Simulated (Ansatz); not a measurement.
# CoC6N6: the cost of one run

Computed with Ansatz 0.2.0 (DFT PBE+D3(BJ), scalar-relativistic, plane waves, PAW, unless a step's input says otherwise).

1 further run of the same task is left out (set aside as unsound or not needed).

### Step 1. Starting point

Symmetry: P-31m, No. 162, trigonal system. The conventional cell has a = 5.804 Å, b = 5.804 Å, c = 6.559 Å, α = 90.00°, β = 90.00°, γ = 120.00°. Co (site symmetry -3m) is surrounded by 6 C at 1.87 Å. Around C (site symmetry m) lie 1 N at 1.18 Å. N (site symmetry m) has 1 C at 1.18 Å as nearest neighbours.

Structure file:

```cif
data_structure
_symmetry_space_group_name_H-M 'P-31m'
_symmetry_Int_Tables_number 162
_cell_length_a 5.8036
_cell_length_b 5.8036
_cell_length_c 6.5594
_cell_angle_alpha 90.000
_cell_angle_beta 90.000
_cell_angle_gamma 120.000
_cell_volume 191.33
loop_
_atom_site_label
_atom_site_type_symbol
_atom_site_symmetry_multiplicity
_atom_site_Wyckoff_symbol
_atom_site_fract_x
_atom_site_fract_y
_atom_site_fract_z
_atom_site_occupancy
Co1 Co 1 a 0.00000 0.00000 0.00000 1
C1 C 6 k 0.26300 0.26300 0.83593 1
N1 N 6 k 0.43119 0.43119 0.73407 1
```

It goes back to an entry of the Materials Project, which need not be the stable form.

It is built from the cell relaxed beforehand with the same method (14.72 Å³/atom).

### Step 2. Reference: the perfect supercell

input.yaml reads:

```yaml
crystal:
  lattice:
    - [-2.901811118, 5.0260842904, 0.0]
    - [0.0, 0.0, 6.5593863353]
    - [8.7054333541, 5.0260842904, 0.0]
  atoms:
    - { symbol: Co, position: [0.0, 0.0, 0.0], spin: 0.79 }
    - { symbol: Co, position: [0.5, 0.0, 0.5], spin: 0.79 }
    - { symbol: C, position: [0.7630010113, 0.835930889, 0.5] }
    - { symbol: C, position: [0.2630010113, 0.835930889, 0.0] }
    - { symbol: C, position: [0.8684994944, 0.835930889, 0.1315005056] }
    - { symbol: C, position: [0.3684994943, 0.835930889, 0.6315005056] }
    - { symbol: C, position: [0.3684994944, 0.835930889, 0.3684994943] }
    - { symbol: C, position: [0.8684994944, 0.835930889, 0.8684994944] }
    - { symbol: C, position: [0.7369989887, 0.164069111, 0.0] }
    - { symbol: C, position: [0.2369989887, 0.164069111, 0.5] }
    - { symbol: C, position: [0.6315005056, 0.164069111, 0.3684994944] }
    - { symbol: C, position: [0.1315005057, 0.164069111, 0.8684994944] }
    - { symbol: C, position: [0.1315005057, 0.164069111, 0.1315005056] }
    - { symbol: C, position: [0.6315005056, 0.164069111, 0.6315005056] }
    - { symbol: "N", position: [0.4311914645, 0.7340731374, 0.0], spin: 0.12 }
    - { symbol: "N", position: [0.9311914645, 0.7340731374, 0.5], spin: 0.12 }
    - { symbol: "N", position: [0.7844042677, 0.7340731374, 0.2155957323], spin: 0.12 }
    - { symbol: "N", position: [0.2844042677, 0.7340731374, 0.7155957323], spin: 0.12 }
    - { symbol: "N", position: [0.2844042678, 0.7340731374, 0.2844042677], spin: 0.12 }
    - { symbol: "N", position: [0.7844042678, 0.7340731374, 0.7844042677], spin: 0.12 }
    - { symbol: "N", position: [0.0688085355, 0.2659268626, 0.5], spin: 0.12 }
    - { symbol: "N", position: [0.5688085355, 0.2659268626, 0.0], spin: 0.12 }
    - { symbol: "N", position: [0.7155957322, 0.2659268626, 0.2844042678], spin: 0.12 }
    - { symbol: "N", position: [0.2155957322, 0.2659268626, 0.7844042678], spin: 0.12 }
    - { symbol: "N", position: [0.2155957323, 0.2659268626, 0.2155957323], spin: 0.12 }
    - { symbol: "N", position: [0.7155957323, 0.2659268626, 0.7155957323], spin: 0.12 }
  symmetry: { detect: false }
basis:
  ecutwfc: 420
kpoints:
  mp_grid: { grid: [4, 4, 2], shift: [0.5, 0.5, 0.5] }
hamiltonian:
  xc: pbe
  dispersion: d3bj
scf:
  occupations: { method: gaussian, width: 0.1 }
output:
  forces: true
  stress: true
  eigenvalues: true
  populations: true
magnetization:
  spin_polarized: true
```

Launch:

```sh
$ ansatz run input.yaml --threads 4 --pin off --max-ram 2560MiB --backend cpu --events-out ev --progress --plain --runs-dir out
```

Q: Estimate wall time and peak memory on 4 threads of Intel Xeon at 2.30GHz, shared host.

About 51 s, with a peak of 1.7 GiB.
